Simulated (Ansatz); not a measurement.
Geometry optimisation, DFT LDA, scalar-relativistic, plane waves, PAW in Ansatz.

The input (input.yaml):

```yaml
crystal:
  lattice:
    - [5.048742, 0.0, 0.0]
    - [0.0, 5.048742, 0.0]
    - [0.0, 0.0, 17.1647]
  atoms:
    - { symbol: H, position: [0.42778688, 0.0, 0.0582591] }
    - { symbol: H, position: [0.07221316, 0.0, 0.0582591] }
    - { symbol: H, position: [0.92778692, 0.0, 0.0582591] }
    - { symbol: H, position: [0.5722132, 0.0, 0.0582591] }
    - { symbol: H, position: [0.42778688, 0.50000004, 0.0582591] }
    - { symbol: H, position: [0.07221316, 0.50000004, 0.0582591] }
    - { symbol: H, position: [0.92778692, 0.50000004, 0.0582591] }
    - { symbol: H, position: [0.5722132, 0.50000004, 0.0582591] }
    - { symbol: C, position: [0.25000002, 0.0, 0.09523615] }
    - { symbol: C, position: [0.75000006, 0.0, 0.09523615] }
    - { symbol: C, position: [0.25000002, 0.50000004, 0.09523615] }
    - { symbol: C, position: [0.75000006, 0.50000004, 0.09523615] }
    - { symbol: C, position: [0.25000002, 0.25000002, 0.1472324] }
    - { symbol: C, position: [0.75000006, 0.25000002, 0.1472324] }
    - { symbol: C, position: [0.25000002, 0.75000006, 0.1472324] }
    - { symbol: C, position: [0.75000006, 0.75000006, 0.1472324] }
    - { symbol: C, position: [0.0, 0.25000002, 0.19922865] }
    - { symbol: C, position: [0.50000004, 0.25000002, 0.19922865] }
    - { symbol: C, position: [0.0, 0.75000006, 0.19922865] }
    - { symbol: C, position: [0.50000004, 0.75000006, 0.19922865] }
    - { symbol: C, position: [0.0, 0.0, 0.2512249] }
    - { symbol: C, position: [0.50000004, 0.0, 0.2512249] }
    - { symbol: C, position: [0.0, 0.50000004, 0.2512249] }
    - { symbol: C, position: [0.50000004, 0.50000004, 0.2512249] }
    - { symbol: C, position: [0.25000002, 0.0969069, 0.30089078] }
    - { symbol: C, position: [0.75000006, 0.0969069, 0.30089078] }
    - { symbol: C, position: [0.25000002, 0.40309314, 0.27991751] }
    - { symbol: C, position: [0.75000006, 0.40309314, 0.27991751] }
    - { symbol: H, position: [0.37500003, 0.70154661, 0.28283046] }
    - { symbol: H, position: [0.66666672, 1.16666676, 0.35623693] }
basis:
  ecutwfc: 420.0
kpoints:
  mp_grid: { grid: [2, 2, 1] }
hamiltonian:
  xc: lda
  pseudopotentials: { kind: paw, azcp: { folder: soft_1 } }
scf:
  occupations: { method: gaussian, width: 0.05 }
  lower_state_search: "off"
relax:
  f_tol: 0.03
  max_steps: 60
  adjacent_minimum: "off"
  constraints: [{ sites: [0, 1, 2, 3, 4, 5, 6, 7, 8, 9, 10, 11, 12, 13, 14, 15] }]
```

Command:

```bash
$ ansatz run input.yaml --threads 1 --pin off --max-ram 3072MiB --backend cpu --events-out ev --progress --plain --runs-dir out
```

Q: Where does it end, and by what steps?

A: The run converged. Limits of this set-up: coarse k mesh, thin slab, slab without dipole correction, no dispersion correction for a molecule that may bind weakly, PAW files made for another functional. After 11 steps the energy has fallen by 8.456 eV; H29 moved furthest, 1.80 Å. Joined: C27–H29 (1.63 → 1.10 Å).

| step | energy less start (eV) | largest force component (eV/Å) | accepted |
| --- | --- | --- | --- |
| 0 | 0.0000 | 5.616 | yes |
| 1 | -2.7777 | 3.416 | yes |
| 2 | -4.4837 | 2.766 | yes |
| 3 | -5.4827 | 2.561 | yes |
| 4 | -6.4196 | 2.221 | yes |
| 5 | -7.0712 | 2.382 | yes |
| 6 | -7.5597 | 1.619 | yes |
| 7 | -7.9490 | 1.002 | yes |
| 8 | -8.2412 | 0.708 | yes |
| 9 | -8.4086 | 0.335 | yes |
| 10 | -8.4560 | 0.071 | yes |
| 11 | -8.4564 | 0.017 | yes |

```xyz
30
Lattice="5.0487 0.0000 0.0000 0.0000 5.0487 0.0000 0.0000 0.0000 17.1647" Properties=species:S:1:pos:R:3
H 2.160 0.000 1.000
H 0.365 0.000 1.000
H 4.684 0.000 1.000
H 2.889 0.000 1.000
H 2.160 2.524 1.000
H 0.365 2.524 1.000
H 4.684 2.524 1.000
H 2.889 2.524 1.000
C 1.262 0.000 1.635
C 3.787 0.000 1.635
C 1.262 2.524 1.635
C 3.787 2.524 1.635
C 1.262 1.262 2.527
C 3.787 1.262 2.527
C 1.262 3.787 2.527
C 3.787 3.787 2.527
C 0.000 1.262 3.337
C 2.524 1.262 3.337
C 0.000 3.787 3.478
C 2.524 3.787 3.478
C 0.014 0.072 4.313
C 2.510 0.072 4.313
C -0.014 2.452 4.313
C 2.539 2.452 4.313
C 1.262 0.482 5.001
C 3.787 0.476 5.118
C 1.262 2.049 5.117
C 3.787 2.043 5.001
H 1.263 2.455 6.141
H 3.787 5.119 6.142
```

The run took 72 s on 1 thread of Arm Neoverse V1, with other jobs on the host, peak memory 0.54 GiB.
